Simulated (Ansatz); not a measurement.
**UCCSDTQ/STO-3G run of SF (SMILES F[S])**

What is the electronic atomisation energy of SF at UCCSDTQ/STO-3G? 

Program for the calculation: Ansatz 0.2.0.

38 further runs of the same task are left out: 8 that didn't finish, 30 set aside as unsound or not needed.

## Step 1: Starting point

The species is SF (2 atoms), meant as a doublet with charge 0. As SMILES, `F[S]`. The shape is that of a GFN2-xTB optimisation.

Bond lengths: F1–S2 1.627 Å.

## Step 2: A single-point energy at UCCSDTQ/STO-3G

File molecule.yaml:

```yaml
crystal:
  periodic: [false, false, false]
  atoms:
    - {symbol: F, position_ang: [0.000000, 0.000000, 0.000000]}
    - {symbol: S, position_ang: [0.000000, 0.000000, 1.626530]}
basis:
  gaussian: {orbitals: STO-3G}
magnetization: {spin_polarized: true, initial_magnetization: 1}
correlation: {method: ccsdtq, frozen_orbitals: {F: 1, S: 5}}
accuracy: high
scf: {omitted_lower_state_checks: [cluster_reference, increment]}
```

The run is started by

```sh
ansatz run molecule.yaml --threads 1 --pin off --max-ram 2610MiB --events-out events.jsonl --progress --plain --runs-dir runs
```

What it wrote, shortened:

```text
Warning: RAYON_NUM_THREADS=1 ignored (pool sized by the plan → 1); use --threads N
Functional definition: HF
  name "HF"
[...]
224 factors; integrals over basis functions are off by at most 3.0e-8 eV
[...]
mean field -13364.84088657 eV, -491.1488435668 hartree, gradient 1.5e-8 eV, S^2 0.756336; 2 other end points of the search recorded, 0 dependent functions left out
6 core orbitals not correlated: weight in the atoms' cores, before any rotation towards them, 1.000 or more for the frozen orbitals, at most 0.000 for the correlated occupied ones
reference -13364.84088657 eV, -491.1488435668 hartree; 7, 6 occupied and 1, 2 virtual orbitals, 224 factors
second order -0.87296636 eV of doubles, -0.00000000 eV of singles
cycle   1  -1.07561886 eV  change   -2.0e-1 eV  update   6.2e-2
[...]
cycle  23  -1.33459332 eV  change  -2.3e-11 eV  update  6.4e-10
Total energy: -13366.17547989 eV, -491.1978889667 hartree
Checks for a lower state left out: cluster_reference, increment
```

Run time: 2.4 s. Hardware: 1 thread of Arm Neoverse V1, shared host.

## Step 3: The F atom at the same level

File input.yaml:

```yaml
crystal:
  periodic: [false, false, false]
  atoms:
    - symbol: F
      position_ang: [0.000000, 0.000000, 0.000000]
basis:
  gaussian:
    orbitals: STO-3G
magnetization:
  spin_polarized: true
  initial_magnetization: 1
correlation:
  method: ccsdtq
  frozen_orbitals: {F: 1}
accuracy: high
scf:
  omitted_lower_state_checks: [cluster_reference, increment]
```

The run is started by

```sh
ansatz run input.yaml --threads 1 --pin off --max-ram 2610MiB --events-out events.jsonl --progress --plain --runs-dir runs
```

What it wrote, shortened:

```text
Warning: RAYON_NUM_THREADS=1 ignored (pool sized by the plan → 1); use --threads N
[... 2 set-up lines as earlier in the session ...]
[...]
15 factors; integrals over basis functions are off by at most 1.2e-9 eV
[...]
mean field -2666.34863534 eV, -97.9865050328 hartree, gradient 0.0e0 eV, S^2 0.750000; 2 other end points of the search recorded, 0 dependent functions left out
1 core orbitals not correlated: weight in the atoms' cores, before any rotation towards them, 1.000 or more for the frozen orbitals, at most 0.000 for the correlated occupied ones
reference -2666.34863534 eV, -97.9865050328 hartree; 4, 3 occupied and 0, 1 virtual orbitals, 15 factors
second order 0.00000000 eV of doubles, 0.00000000 eV of singles
cycle   1  0.00000000 eV  change     0.0e0 eV  update    0.0e0
cycle   2  0.00000000 eV  change     0.0e0 eV  update    0.0e0
Total energy: -2666.34863534 eV, -97.9865050328 hartree
Checks for a lower state left out: cluster_reference, increment
```

It took 0.62 s on 1 thread of Arm Neoverse V1, shared host.

## Step 4: The S atom

File input.yaml:

```yaml
crystal:
  periodic: [false, false, false]
  atoms:
    - {symbol: S, position_ang: [0.000000, 0.000000, 0.000000]}
basis:
  gaussian:
    orbitals: STO-3G
accuracy: high
magnetization:
  spin_polarized: true
  initial_magnetization: 2
correlation:
  method: ccsdtq
  frozen_orbitals: {S: 5}
scf:
  omitted_lower_state_checks: [cluster_reference, increment]
```

Run the same way, it converges to -393.13022 Eh (log not shown).

## Step 5: Summary of results

Level: UCCSDTQ/STO-3G, 6 core orbitals frozen.

```
                                             quantity          value
                               molecule: total energy  -491.19789 Eh
molecule: correlation energy (6 core orbitals frozen)      -49.0 mEh
          molecule: ⟨S²⟩ of the reference determinant          0.756
                              molecule: T1 diagnostic          0.024
                                 F atom: total energy   -97.98651 Eh
   F atom: correlation energy (1 core orbital frozen)        0.0 mEh
            F atom: ⟨S²⟩ of the reference determinant          0.750
                                F atom: T1 diagnostic          0.000
                                 S atom: total energy  -393.13022 Eh
  S atom: correlation energy (5 core orbitals frozen)        0.0 mEh
            S atom: ⟨S²⟩ of the reference determinant          2.000
                                S atom: T1 diagnostic          0.000
                        electronic atomisation energy       2.209 eV
```

What this shows: Taking the molecule apart into free atoms costs 2.21 eV (213 kJ/mol), before zero-point energy and without spin-orbit coupling. In a minimal basis such a difference can be off by several eV, whatever the method.
